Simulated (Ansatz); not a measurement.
Run this with Ansatz 0.2.0 through its Python package and show what comes out.

`scan_h5ino.py`:
```python
"""Potential curve of H5InO along one bond."""

import ansatz as az
import numpy as np

system = (
    az.Crystal.molecule()
    .atom("O", [-0.0175, -1.3909, -0.109])
    .atom("In", [0.1496, 0.6518, -0.1436])
    .atom("H", [0.2177, -1.618, 0.7629])
    .atom("H", [-0.9716, -1.4763, -0.0958])
    .atom("H", [-0.533, 1.3108, -1.6946])
    .atom("H", [-0.7207, 1.3844, 1.2682])
    .atom("H", [1.9368, 1.0702, -0.0339])
)

symbols = [site.symbol for site in system.cartesian_sites]
start = np.array([site.position_ang for site in system.cartesian_sites])
axis = (start[6] - start[1]) / np.linalg.norm(start[6] - start[1])
moving = [6]
lengths, energies = [1.56, 1.69, 1.84, 2.02, 2.3, 2.76, 3.31, 4.05], []
for length in lengths:
    xyz = start.copy()
    xyz[moving] += (length - np.linalg.norm(start[6] - start[1])) * axis
    point = az.Crystal.molecule()
    for symbol, place in zip(symbols, xyz):
        point = point.atom(symbol, place.tolist())
    job = (
        point.calculation()
        .basis(gaussian="def2-SVP")
        .functional("HF")
    )
    summary = job.run(threads=1).report
    energies.append(summary["free_energy_ev"])
    print(f"r = {length:6.3f} A  E = {energies[-1]:.5f} eV  <S^2> = {abs(summary['mean_field']['state']['spin_squared']):.3f}")

print("energy above the lowest point (eV):", [round(e - min(energies), 3) for e in energies])
```

```console
$ python scan_h5ino.py
r =  1.560 A  E = -7260.96554 eV  <S^2> = 0.000
r =  1.690 A  E = -7261.23884 eV  <S^2> = 0.000
r =  1.840 A  E = -7261.23601 eV  <S^2> = 0.000
r =  2.020 A  E = -7260.97897 eV  <S^2> = 0.000
r =  2.300 A  E = -7260.33559 eV  <S^2> = 0.000
r =  2.760 A  E = -7259.16470 eV  <S^2> = 0.000
r =  3.310 A  E = -7257.94768 eV  <S^2> = 0.000
r =  4.050 A  E = -7256.72145 eV  <S^2> = 0.000
energy above the lowest point (eV): [0.273, 0.0, 0.003, 0.26, 0.903, 2.074, 3.291, 4.517]
```

What to keep in mind:
- Total energies depend on the basis set; only differences at equal settings carry meaning.
- The rest of the molecule is held rigid at a force-field or estimated start geometry, and the basis set is modest; single-reference methods fail as a bond breaks.
- def2 sets replace the cores of elements past krypton by effective core potentials.
- Hartree-Fock leaves correlation out, so bond, atomisation and ionisation energies come out well too low.
- The orbitals are restricted, so S² is zero by construction.
- Toward dissociation an unrestricted state can lie under the restricted one, by tenths of an eV for polar bonds under a functional and by 1 to 2 eV or more for others.
- Run time: 5.4 s on 1 thread of Intel(R) Xeon(R) Processor @ 2.30GHz, on a shared host, peak memory 0.22 GiB.
